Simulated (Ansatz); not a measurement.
# AsH₂ radical: geometry and frequencies at several levels

One table from this session's results is given with a row withheld; the runs are named, their logs left out.

Method: the levels named in each step, in Ansatz 0.2.0.

### Starting point

Bond lengths: As1–H2 1.504 Å, As1–H3 1.504 Å. Angles: H2–As1–H3 88.8°.

Coordinates:

```xyz
3

As    0.0001    0.0282   -0.0001
H    -1.0546   -1.0442    0.0012
H     1.0495   -1.0493    0.0097
```

Set-up of the first run:

input.yaml reads:

```yaml
crystal:
  periodic: [false, false, false]
  atoms:
    - { symbol: As, position_ang: [6.006e-05, 0.02662052, -0.00014195] }
    - { symbol: H, position_ang: [-1.08808505, -1.04339647, 0.00105107] }
    - { symbol: H, position_ang: [1.08299499, -1.04862404, 0.00979088] }
magnetization:
  spin_polarized: true
  initial_magnetization: 1
basis:
  gaussian: { orbitals: def2-TZVPP }
hamiltonian:
  xc: pbe0
  dispersion: d4
phonons: {}
```

The run is started by

```console
$ ansatz run input.yaml --threads 2 --pin off --max-ram 5120MiB --backend cpu --events-out ev --progress --plain --runs-dir out
```

Steps of the session up to this table: Frequencies, PBE0-D4/def2-TZVPP; Relaxation, PBE-D4/def2-TZVPP; Frequencies, PBE-D4/def2-TZVPP; Relaxation, r2SCAN-D4/def2-TZVPP; Frequencies, r2SCAN-D4/def2-TZVPP; Relaxation, B3LYP-D4/def2-TZVPP; Frequencies, B3LYP-D4/def2-TZVPP; Relaxation, B2PLYP/def2-TZVPP; Frequencies, B2PLYP/def2-TZVPP.

One table of the session follows, with a row left open; its other results are not shown here.

It belongs to the step «Geometries side by side». 

| level | As1–H2 (Å) | As1–H3 (Å) | dipole (D) | highest frequency (cm⁻¹) |
| --- | --- | --- | --- | --- |
| PBE0-D4/def2-TZVPP | 1.5261 | 1.5261 | 0.30 | 2203 |
| PBE-D4/def2-TZVPP | 1.5403 | 1.5403 | 0.21 | 2118 |
| r2SCAN-D4/def2-TZVPP | 1.5242 | 1.5242 | 0.32 | 2192 |
| B3LYP-D4/def2-TZVPP | 1.5294 | 1.5294 | 0.19 | 2165 |
| B2PLYP/def2-TZVPP | ? | ? | ? | ? |

Q: Estimate the row for B2PLYP/def2-TZVPP from the others.

**Answer.** As1–H2 (Å): 1.5206; As1–H3 (Å): 1.5206; dipole (D): 0.27; highest frequency (cm⁻¹): 2214. In the column «As1–H2 (Å)» it is the lowest.
